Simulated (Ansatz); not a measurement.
# ClFGeH₃N: a ladder of functionals and wavefunction methods

An exercise on one series of results from a longer session: the logs are not shown, and one member is left open.

Computed with Ansatz 0.2.0, Gaussian basis. Level: functionals in def2-TZVPP, the program's frozen cores in correlated methods.

The runs, in order: LDA (SPW92), PBE-D4, revPBE-D4, BLYP-D4, r2SCAN-D4, B97M-V, PBE0-D4, B3LYP-D4, r2SCANh-D4, r2SCAN0-D4, HSE06-D4, BHLYP-D4, CAM-B3LYP-D4, LC-ωPBE, ωB97X-V, ωB97M-V, B2PLYP, PBE-QIDH; CCSD(T)/def2-SVP; CCSD(T)/def2-TZVPP; MP2/def2-QZVPP; extrapolation to the limit; RPA on PBE.

### Structure used throughout

An earlier PBE0-D4 in a triple-zeta def2 set relaxation fixed the geometry.

SMILES `[NH2][GeH]([F])[Cl]`, 7 atoms, charge 0, spin multiplicity 1.

Atoms are counted from 1 here; the program's logs count them from 0.

Bond lengths: N1–Ge2 1.803 Å, N1–H5 1.010 Å, N1–H6 1.010 Å, Ge2–F3 1.737 Å, Ge2–Cl4 2.129 Å, Ge2–H7 1.525 Å. Angles: Ge2–N1–H5 115.0°, Ge2–N1–H6 115.6°, H5–N1–H6 110.1°, N1–Ge2–F3 112.3°, N1–Ge2–Cl4 107.1°, N1–Ge2–H7 113.5°, F3–Ge2–Cl4 105.2°, F3–Ge2–H7 106.3°, Cl4–Ge2–H7 112.3°.

The first run:

File in.yaml:

```yaml
crystal:
  periodic: [false, false, false]
  atoms:
    - {symbol: N, position_ang: [-0.588660, 1.020173, -0.150570]}
    - {symbol: Ge, position_ang: [0.392930, -0.492230, -0.136784]}
    - {symbol: F, position_ang: [1.169436, -0.760299, 1.394254]}
    - {symbol: Cl, position_ang: [-0.962152, -2.118470, -0.367273]}
    - {symbol: H, position_ang: [-1.430758, 0.987426, 0.406413]}
    - {symbol: H, position_ang: [-0.080275, 1.872420, 0.039335]}
    - {symbol: H, position_ang: [1.499479, -0.509019, -1.185375]}
basis:
  gaussian: {orbitals: def2-TZVPP}
hamiltonian: {xc: lda}
output: {orbitals: {seedname: orbitals}}
```

Steps of the session up to this table: LDA; PBE-D4 (GGA); revPBE-D4 (GGA); BLYP-D4 (GGA); r2SCAN-D4 (meta-GGA); B97M-V (meta-GGA); PBE0-D4 (hybrid); B3LYP-D4 (hybrid); r2SCANh-D4 (hybrid); r2SCAN0-D4 (hybrid); HSE06-D4 (hybrid); BHLYP-D4 (hybrid); CAM-B3LYP-D4 (range-separated); LC-ωPBE-D4 (range-separated; the results give it without D4); ωB97X-V (range-separated); ωB97M-V (range-separated); B2PLYP (double hybrid); PBE-QIDH (double hybrid).

One of the session's tables, all rows but one given; the rest of the session is left out.

It belongs to the step «Frontier levels by functional». 

| functional | HOMO (eV) | gap (eV) |
| --- | --- | --- |
| LDA (SPW92) | -7.07 | 5.76 |
| PBE-D4 | -6.88 | 5.84 |
| revPBE-D4 | -6.81 | 5.88 |
| BLYP-D4 | -6.75 | 5.72 |
| r2SCAN-D4 | -7.24 | 6.57 |
| B97M-V | -7.33 | 6.60 |
| PBE0-D4 | -8.43 | 8.42 |
| B3LYP-D4 | -8.15 | 7.78 |
| r2SCANh-D4 | -7.81 | 7.51 |
| r2SCAN0-D4 | -8.67 | 8.91 |
| HSE06-D4 | -8.02 | 7.64 |
| BHLYP-D4 | -9.87 | 10.81 |
| CAM-B3LYP-D4 | -9.89 | 10.87 |
| LC-ωPBE | ? | ? |
| ωB97X-V | -10.95 | 13.13 |
| ωB97M-V | -10.84 | 12.69 |

Q: Estimate the row for LC-ωPBE from the others.

**Answer.** HOMO (eV): -11.35; gap (eV): 13.68. In the column «HOMO (eV)» it is the lowest.
